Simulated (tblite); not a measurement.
# BF10O3Si3: the cost of one run

Programs: tblite 0.8.0 and PySCF 2.14.0. All values are calculated, for the isolated system unless a continuum is named. Atoms count from 0, parts from 1.

### Step 1. Starting point

17 atoms, charge -1, multiplicity 1; geometry: distance geometry start.

### Step 2. Geometry optimisation with GFN2-xTB

The job: settings as JSON, then the geometry in Å.

```
{"job": {"kind": "relax", "xc": "GFN2-xTB", "basis": "xTB"}, "charge": -1, "multiplicity": 1}
F      4.161807    -2.699440    -1.216783
Si     2.889326    -1.717887    -0.773023
F      2.031382    -2.449090     0.462324
F      3.481535    -0.217268    -0.233882
O      1.842291    -1.467284    -2.169376
Si     0.079514    -1.265618    -2.080375
F     -0.473989    -1.752556    -0.578887
F     -0.622970    -2.212703    -3.289730
O     -0.327604     0.452069    -2.336741
Si     0.149476     1.778318    -1.287539
F      1.530350     1.336092    -0.411109
F      0.461674     3.127447    -2.175858
O     -1.147858     2.106607    -0.129065
B     -1.141622     1.757585     1.337212
F     -2.357683     2.119089     1.925423
F     -0.928494     0.374228     1.466576
F     -0.081770     2.439475     1.973018
```

With the program's defaults for keys left out, this is: GFN2-xTB geometry optimisation, gas phase.

Launch:

```
$ OMP_NUM_THREADS=1 python cluster_run.py task.json out
```

This one command runs all jobs of the session in turn.

**Question.** How long does this first job take on 1 thread of Intel Xeon at 2.50GHz, shared host?

About 51 s.
